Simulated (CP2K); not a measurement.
Runs of CP2K 2026.2 on GeCN2. The structure is trigonal, space group R-3m (No. 166). The conventional cell has a = 3.588 Å, b = 3.588 Å, c = 14.766 Å, α = 90.00°, β = 90.00°, γ = 120.00°. Ge (site symmetry -3m) has 6 N at 2.40 Å as nearest neighbours. N (site symmetry 3m) has 1 C at 1.24 Å as nearest neighbours. C (site symmetry -3m) is surrounded by 2 N at 1.24 Å. The cell comes from a database or a generator and needn't be the stable form of this composition.

```csv
level,potentials or basis,smearing,EPS_DEFAULT,NGRIDS,points a segment of the path (NPOINTS),bands added on the path,CUTOFF of the grids,gap on the mesh (eV),pressure (GPa),largest force (eV/Å)
LDA,"GTH_POTENTIALS Ge GTH-PADE-q4, N GTH-PADE-q5, C GTH-PADE-q4; TZVP-MOLOPT-PBE-GTH basis",fermi-dirac 0.05 eV,1.0E-9,4,10,4,450 Ry,0.99,-6.1,0.10
PBEsol,"POTENTIAL_UZH Ge GTH-PBE-q4, N GTH-PBE-q5, C GTH-PBE-q4; TZVP-MOLOPT-PBE-GTH basis",fermi-dirac 0.01 eV,1.0E-9,4,6,2,450 Ry,0.99,-0.7,0.52
TB-mBJ,"POTENTIAL_UZH Ge GTH-PBE-q4, N GTH-PBE-q5, C GTH-PBE-q4; TZVP-MOLOPT-PBE-GTH basis",fermi-dirac 0.1 eV,1.0E-9,4,6,4,675 Ry,(a),-,-
r2SCAN,"POTENTIAL_UZH Ge GTH-SCAN-q4, N GTH-SCAN-q5, C GTH-SCAN-q4; TZVP-MOLOPT-SCAN-GTH basis",fermi-dirac 0.01 eV,1.0E-10,5,10,2,675 Ry,1.27,-4.0,(b)
PBE,"POTENTIAL_UZH Ge GTH-PBE-q4, N GTH-PBE-q5, C GTH-PBE-q4; TZVP-MOLOPT-PBE-GTH basis",fermi-dirac 0.05 eV,1.0E-9,4,6,4,450 Ry,1.14,0.9,0.25
```

Alike in all rows: task band structure; no spin polarisation; cell as given; k mesh 9 × 9 × 9.

Q: Estimate the missing entries.

A: (a) 1.09; (b) 0.26.

Caveats: the basis of atomic orbitals isn't converged, which shifts pressures, moduli and gaps; the potentials were made for another functional, which shifts forces and pressure (some runs); this is a model potential without an energy functional, so only levels have meaning (some runs).

A k mesh can miss the band edges, and the runs leave out spin-orbit coupling on Ge.
